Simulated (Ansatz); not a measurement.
**F₂HOSi radical: how energies converge with the basis set**

An exercise on one series of results from a longer session: the logs are not shown, and one member is left open.

Computed with Ansatz 0.2.0, Gaussian basis. Level: one geometry, several basis sets.

Levels to be run: PBE0-D4/def2-SVP; ωB97M-V/def2-SVP; PBE0-D4/def2-QZVPP; ωB97M-V/def2-QZVPP; CCSD(T)/cc-pV(D+d)Z; CCSD(T)/cc-pV(T+d)Z; CCSD(T)/cc-pV(Q+d)Z; the functionals' def2-TZVPP values are taken from earlier runs.

### The relaxed structure

The geometry comes from an earlier relaxation with PBE0-D4 in a triple-zeta def2 set; it is a stationary point.

SMILES `O[Si](F)F`, 5 atoms, charge 0, spin multiplicity 2.

Atoms are counted from 1 here; the program's logs count them from 0.

Bond lengths: O1–Si2 1.627 Å, O1–H5 0.959 Å, Si2–F3 1.584 Å, Si2–F4 1.592 Å. Angles: Si2–O1–H5 118.5°, O1–Si2–F3 105.6°, O1–Si2–F4 111.0°, F3–Si2–F4 107.4°.

Set-up of the first run:

Contents of in.yaml:

```yaml
crystal:
  periodic: [false, false, false]
  atoms:
    - {symbol: O, position_ang: [0.145112, 1.088206, -0.213660]}
    - {symbol: Si, position_ang: [-0.086154, -0.365897, 0.478812]}
    - {symbol: F, position_ang: [1.362949, -0.934998, 0.770382]}
    - {symbol: F, position_ang: [-0.798627, -1.370243, -0.530200]}
    - {symbol: H, position_ang: [-0.623270, 1.582932, -0.505325]}
basis:
  gaussian: {orbitals: def2-SVP}
magnetization: {spin_polarized: true, initial_magnetization: 1}
hamiltonian: {xc: pbe0, dispersion: d4}
output: {orbitals: {seedname: orbitals}}
```

Launch:

```console
> ansatz run in.yaml --threads 2 --pin off --events-out ev --progress --plain --max-ram 32768MiB --backend cpu
```

Among the steps run: PBE0-D4 in def2-SVP; ωB97M-V in def2-SVP; PBE0-D4 in def2-QZVPP; ωB97M-V in def2-QZVPP.

One table of the session follows, with a row left open; its other results are not shown here.

| functional | basis | HOMO (eV) | LUMO (eV) |
| --- | --- | --- | --- |
| PBE0-D4 | def2-SVP | -6.90 | -2.67 |
| PBE0-D4 | def2-TZVPP | -7.09 | -2.74 |
| PBE0-D4 | def2-QZVPP | -7.15 | -2.84 |
| ωB97M-V | def2-SVP | -8.70 | -1.03 |
| ωB97M-V | def2-TZVPP | -8.90 | -1.17 |
| ωB97M-V | def2-QZVPP | ? | ? |

**Question.** Estimate the row for ωB97M-V, def2-QZVPP.

**Answer.** HOMO (eV): -8.98; LUMO (eV): -1.30. In the column «HOMO (eV)» it is the lowest.
